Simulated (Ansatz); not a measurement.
# TiNi: the cost of one run

Program: Ansatz 0.2.0 through its Python package. The levels of theory stand in the script. These are calculated values, not measurements.

**1. Starting point**

The structure is cubic, space group Pm-3m (No. 221). The conventional cell has a = 2.988 Å, b = 2.988 Å, c = 2.988 Å, α = 90.00°, β = 90.00°, γ = 90.00°. Around Ti (site symmetry m-3m) lie 8 Ni at 2.59 Å. Ni (site symmetry m-3m) has 8 Ti at 2.59 Å as nearest neighbours.

The script holds or builds the structure itself.

**2. Script**

Contents of lattice_tini.py:

```python
'''How the lattice of TiNi depends on the functional.'''

import ansatz as az
import numpy as np

def edges_and_angles(cell):
    cell = np.asarray(cell)
    a, b, c = np.linalg.norm(cell, axis=1)
    cosines = cell[1] @ cell[2] / (b * c), cell[0] @ cell[2] / (a * c), cell[0] @ cell[1] / (a * b)
    return (a, b, c, *np.degrees(np.arccos(cosines)))


def main() -> None:
    crystal = (
        az.Lattice.cubic(2.988066)
        .space_group(221)
        .atom('Ti', [0.5, 0.5, 0.5])
        .atom('Ni', [0.0, 0.0, 0.0])
        .moments(Ni=1.0)
    )

    job = (
        crystal.calculation()
        .basis(37 * az.Ry)
        .kpoints(8, 8, 8)  # sampling of the Brillouin zone
        .occupations('fermi_dirac', width=0.15)
        .spin('collinear')  # spin-polarised run
        .relax(cell=True, force_tolerance=0.01)
    )

    levels = [('lda', 'none'), ('pbesol', 'd3bj'), ('pbesol', 'none')]
    print('level            a       b       c    alpha   beta  gamma  V/atom  steps')
    for name, dispersion in levels:
        seen = []
        run = job.functional(name, dispersion=dispersion).session().plan()
        outcome = run.execute(on_event=lambda e: seen.append(e) if e['event'] == 'relax_step' else None)
        cell = outcome.lattice.cell_ang
        label = name if dispersion == 'none' else f'{name}+{dispersion}'
        print('{:13s} {:7.4f} {:7.4f} {:7.4f} {:6.2f} {:6.2f} {:6.2f}'.format(label, *edges_and_angles(cell)), f'{abs(np.linalg.det(cell)) / len(outcome.lattice.sites):7.3f} {len(seen):5d}')


if __name__ == '__main__':
    main()
```

**3. What the engine is handed**

The engine receives this input (first run):

```yaml
crystal:
  lattice:
    bravais: cubic
    a: 2.988066
  space_group: 221
  atoms:
    - { symbol: Ti, position: [0.5, 0.5, 0.5] }
    - { symbol: Ni, position: [0.0, 0.0, 0.0] }
basis:
  ecutwfc: 503.410645550778
kpoints:
  mp_grid:
    grid: [8, 8, 8]
hamiltonian:
  xc: lda
  dispersion: none
magnetization:
  spin_polarized: true
  per_species:
    Ni: 1.0
scf:
  occupations:
    method: fermi_dirac
    width: 0.15
relax:
  f_tol: 0.01
  cell: {}
```

**4. Running it**

Command:

```console
$ python lattice_tini.py
```

**Question.** How long does this script take on 1 thread of Arm Neoverse V1, shared host, and how much memory does it need?

About 42 s, with a peak of 0.44 GiB.
